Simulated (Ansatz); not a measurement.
# C₂H₈SiSn: up Jacob's ladder to CCSD(T)

The task here is to estimate one member of a computed series from the others.

Method: functionals in def2-TZVPP, the program's frozen cores in correlated methods; program: Ansatz 0.2.0, Gaussian basis.

Plan: PBE-D4, r2SCAN-D4, PBE0-D4, B3LYP-D4, ωB97X-V, ωB97M-V, B2PLYP; CCSD(T)/def2-TZVPP; MP2/def2-QZVPP; extrapolation to the limit.

**Structure used throughout**

All runs share one geometry, relaxed beforehand with PBE0-D4 in a triple-zeta def2 set. Sn takes the def2 core potential; no spin-orbit term is included.

SMILES `C[SiH]1[CH2][SnH2]1`, 12 atoms, charge 0, spin multiplicity 1.

Atoms are counted from 1 here; the program's logs count them from 0.

Bond lengths: C1–Si2 1.864 Å, C1–H5 1.092 Å, C1–H6 1.092 Å, C1–H7 1.094 Å, Si2–C3 1.855 Å, Si2–Sn4 2.477 Å, Si2–H8 1.486 Å, C3–Sn4 2.243 Å, C3–H9 1.088 Å, C3–H10 1.087 Å, Sn4–H11 1.701 Å, Sn4–H12 1.700 Å. Angles: Si2–C1–H5 111.0°, Si2–C1–H6 110.6°, Si2–C1–H7 110.0°, H5–C1–H6 108.4°, H5–C1–H7 108.5°, H6–C1–H7 108.3°, C1–Si2–C3 119.3°, C1–Si2–Sn4 122.1°, C1–Si2–H8 113.3°, C3–Si2–Sn4 60.4°, C3–Si2–H8 115.7°, Sn4–Si2–H8 116.4°, Si2–C3–Sn4 73.7°, Si2–C3–H9 117.9°, Si2–C3–H10 118.7°, Sn4–C3–H9 113.7°, Sn4–C3–H10 115.7°, H9–C3–H10 112.0° and more.

Geometry (Å):

```xyz
12
charge 0, multiplicity 1
C    -1.7259    0.9768    0.3746
Si   -0.0237    0.7158   -0.3396
C     1.2647   -0.1464    0.6798
Sn    0.7869   -1.5216   -1.0266
H    -2.4523    1.1872   -0.4127
H    -2.0539    0.0887    0.9179
H    -1.7140    1.8209    1.0702
H     0.4575    1.8677   -1.1452
H     0.9683   -0.5358    1.6515
H     2.2748    0.2551    0.6928
H     0.1405   -2.9769   -0.4277
H     2.1542   -1.7869   -2.0008
```

The first run:

Input file in.yaml:

```yaml
crystal:
  periodic: [false, false, false]
  atoms:
    - {symbol: C, position_ang: [-1.725905, 0.976820, 0.374561]}
    - {symbol: Si, position_ang: [-0.023715, 0.715776, -0.339559]}
    - {symbol: C, position_ang: [1.264683, -0.146377, 0.679793]}
    - {symbol: Sn, position_ang: [0.786913, -1.521615, -1.026621]}
    - {symbol: H, position_ang: [-2.452251, 1.187177, -0.412672]}
    - {symbol: H, position_ang: [-2.053902, 0.088734, 0.917873]}
    - {symbol: H, position_ang: [-1.713951, 1.820949, 1.070219]}
    - {symbol: H, position_ang: [0.457470, 1.867697, -1.145225]}
    - {symbol: H, position_ang: [0.968272, -0.535764, 1.651517]}
    - {symbol: H, position_ang: [2.274755, 0.255066, 0.692818]}
    - {symbol: H, position_ang: [0.140458, -2.976861, -0.427697]}
    - {symbol: H, position_ang: [2.154175, -1.786901, -2.000809]}
basis:
  gaussian: {orbitals: def2-TZVPP}
hamiltonian: {xc: pbe, dispersion: d4}
output: {forces: true, orbitals: {seedname: orbitals}}
```

The run is started by

```bash
ansatz run in.yaml --threads 4 --pin off --events-out ev --progress --plain --max-ram 10444MiB
```

Steps of the session up to this table: PBE-D4 (GGA); r2SCAN-D4 (meta-GGA); PBE0-D4 (hybrid); B3LYP-D4 (hybrid); ωB97X-V (range-separated); ωB97M-V (range-separated); B2PLYP (double hybrid); CCSD(T) in def2-TZVPP; MP2 in def2-QZVPP.

One of the session's tables, all rows but one given; the rest of the session is left out.

```
            method  atomisation energy (eV)
            PBE-D4                   40.642
         r2SCAN-D4                   40.468
           PBE0-D4                   40.325
          B3LYP-D4                   40.237
           ωB97X-V                   40.563
           ωB97M-V                   40.384
            B2PLYP                        ?
     HF/def2-TZVPP                   29.684
    MP2/def2-TZVPP                   39.458
   CCSD/def2-TZVPP                   38.981
CCSD(T)/def2-TZVPP                   39.530
           MP2/CBS                   40.476
       CCSD(T)/CBS                   40.548
```

Estimate the missing values for B2PLYP.

As computed: atomisation energy (eV): 39.755. In the column «atomisation energy (eV)» it lies between CCSD(T)/def2-TZVPP (39.530) and B3LYP-D4 (40.237).
